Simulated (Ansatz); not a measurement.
# Si2H6O4: one species, many methods

The task here is to estimate one member of a computed series from the others.

The runs use Ansatz 0.2.0, Gaussian basis; functionals in def2-TZVPP, the program's frozen cores in correlated methods.

Levels to be run: PBE-D4, r2SCAN-D4, PBE0-D4, B3LYP-D4, ωB97X-V, ωB97M-V, B2PLYP; CCSD(T)/def2-TZVPP; MP2/def2-QZVPP; extrapolation to the limit.

## Structure used throughout

An earlier PBE0-D4 in a triple-zeta def2 set relaxation fixed the geometry.

12 atoms, charge 0, spin multiplicity 1.

Atoms are counted from 1 here; the program's logs count them from 0.

Bond lengths: O1–Si2 1.657 Å, O1–H7 0.958 Å, Si2–O3 1.620 Å, Si2–H8 1.485 Å, Si2–H9 1.481 Å, O3–Si4 1.643 Å, Si4–O5 1.633 Å, Si4–O6 1.626 Å, Si4–H10 1.471 Å, O5–H11 0.964 Å, O6–H12 0.959 Å. Angles: Si2–O1–H7 118.5°, O1–Si2–O3 106.2°, O1–Si2–H8 109.2°, O1–Si2–H9 110.4°, O3–Si2–H8 111.1°, O3–Si2–H9 109.1°, H8–Si2–H9 110.7°, Si2–O3–Si4 139.9°, O3–Si4–O5 108.2°, O3–Si4–O6 111.4°, O3–Si4–H10 108.4°, O5–Si4–O6 110.0°, O5–Si4–H10 113.3°, O6–Si4–H10 105.5°, Si4–O5–H11 115.0°, Si4–O6–H12 117.7°.

The first run:

File in.yaml:

```yaml
crystal:
  periodic: [false, false, false]
  atoms:
    - {symbol: O, position_ang: [1.660047, 0.516389, -0.976828]}
    - {symbol: Si, position_ang: [0.732917, -0.826590, -1.261354]}
    - {symbol: O, position_ang: [-0.532708, -0.723501, -0.255956]}
    - {symbol: Si, position_ang: [-1.202414, 0.323034, 0.819423]}
    - {symbol: O, position_ang: [-0.073523, 1.431606, 1.222038]}
    - {symbol: O, position_ang: [-1.724323, -0.447983, 2.152482]}
    - {symbol: H, position_ang: [2.154494, 0.892539, -1.705629]}
    - {symbol: H, position_ang: [0.291982, -0.824329, -2.678974]}
    - {symbol: H, position_ang: [1.497033, -2.056702, -0.952945]}
    - {symbol: H, position_ang: [-2.404824, 0.910998, 0.208091]}
    - {symbol: H, position_ang: [0.674108, 1.491618, 0.616030]}
    - {symbol: H, position_ang: [-1.072790, -0.687091, 2.813622]}
basis:
  gaussian: {orbitals: def2-TZVPP}
hamiltonian: {xc: pbe, dispersion: d4}
output: {forces: true, orbitals: {seedname: orbitals}}
```

Run with:

```
$ ansatz run in.yaml --threads 2 --pin off --events-out ev --progress --plain --max-ram 32768MiB --backend cuda --devices 0, --max-vram 18GiB
```

Among the steps run: PBE-D4 (GGA); r2SCAN-D4 (meta-GGA); PBE0-D4 (hybrid); B3LYP-D4 (hybrid); ωB97X-V (range-separated); ωB97M-V (range-separated); B2PLYP (double hybrid); CCSD(T) in def2-TZVPP; MP2 in def2-QZVPP.

One table of the session follows, with a row left open; its other results are not shown here.

It belongs to the step «Atomisation energies». 

```
            method  atomisation energy (eV)
            PBE-D4                   49.174
         r2SCAN-D4                   49.043
           PBE0-D4                   48.175
          B3LYP-D4                   48.735
           ωB97X-V                   49.162
           ωB97M-V                   49.210
            B2PLYP                        ?
     HF/def2-TZVPP                   35.183
    MP2/def2-TZVPP                   49.172
   CCSD/def2-TZVPP                   47.151
CCSD(T)/def2-TZVPP                   47.853
           MP2/CBS                   50.775
       CCSD(T)/CBS                   49.455
```

**Question.** Estimate the row for B2PLYP.

As computed: atomisation energy (eV): 48.479. In the column «atomisation energy (eV)» it lies between PBE0-D4 (48.175) and B3LYP-D4 (48.735).

Limits of these values: Free atoms (4 O, 2 Si, 6 H) were run apart at each level; the atomisation energy is their sum less the molecule, without zero-point or spin-orbit terms.
